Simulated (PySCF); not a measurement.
# A diatomic session: SrIn

What are the lowest state that PBE0 finds, the bond length, vibrational wavenumber and bond energy of SrIn, and how much do these hang on the method?

Program: PySCF 2.14.0. Level of theory: Sr def2-SVPD with ECP28, In def2-SVPD with ECP28, scalar-relativistic core potentials. These are calculated values, not measurements.

**1. The job**

Settings of the job:

* atoms: Sr, In
* charge: 0
* basis: Sr def2-SVPD with ECP28, In def2-SVPD with ECP28
* Hamiltonian: scalar-relativistic core potentials
* basis functions: 58
* electrons treated: 31
* masses in u: 87.9056, 114.9039
* levels: PBE0, PBE, r²SCAN, TPSSh, B3LYP, LDA, ωB97X, HF, MP2, SCS-MP2
* grid: 80 radial by 434 angular points
* occupations: held fixed by the projection of orbital angular momentum
* dissociation limit: Sr + In, each in its ground configuration
* starting distance in angstrom: 3.100
* values of 2S to try: 1, 3

The run is started by

```
OMP_NUM_THREADS=1 python dia.py task.json out
```

The runs that follow: The PBE0 curve of the state that the search chose; Higher solutions at PBE0; PBE (GGA); r²SCAN (meta-GGA); TPSSh; B3LYP (global hybrid GGA); LDA (local density); ωB97X (range-separated hybrid); ROHF (mean field).

Before running it: what results should come out? Wanted: for each run, Re; ωe; De; μ.

The runs gave:

Lowest PBE0 solution found, without spin–orbit coupling: ²Π (doublet), unpaired electrons π ↑. State 2 has its PBE0 minimum 0.25 eV higher. State 4 has its PBE0 minimum 0.69 eV higher. The other levels ran on the lowest alone.

```tsv
level	Re (Å)	ωe (cm⁻¹)	De (eV)	μ (D)
ROHF	4.140	29.3	0.039	-1.55
ROHF-MP2	3.506	82.9	0.388	n/a
ROHF-SCS-MP2	3.563	74.4	0.299	n/a
LDA	3.336	105.7	0.89	-2.58
PBE	3.438	95.6	0.68	-2.43
r²SCAN	3.410	101.3	0.72	-2.92
TPSSh	3.430	97.3	0.62	-2.63
B3LYP	3.494	86.6	0.441	-2.51
PBE0	3.446	94.1	0.57	-2.69
ωB97X	3.528	75.9	0.329	-2.39
```

De is counted to Sr + In in their ground configurations. A positive dipole means Sr(−)In(+). ⟨S²⟩ is off the pure value of 0.75 by over a tenth at r²SCAN 1.11, TPSSh 0.90, PBE0 0.91.

In words: Bond lengths run from 3.336 Å (LDA) to 4.140 Å (ROHF). Among the levels with a De in the table, it runs from 0.039 eV (ROHF) to 0.89 eV (LDA).

Correlated steps freeze 4 core orbitals. These are scalar-relativistic numbers at best; spin–orbit coupling would shift them, the dissociation energy most.
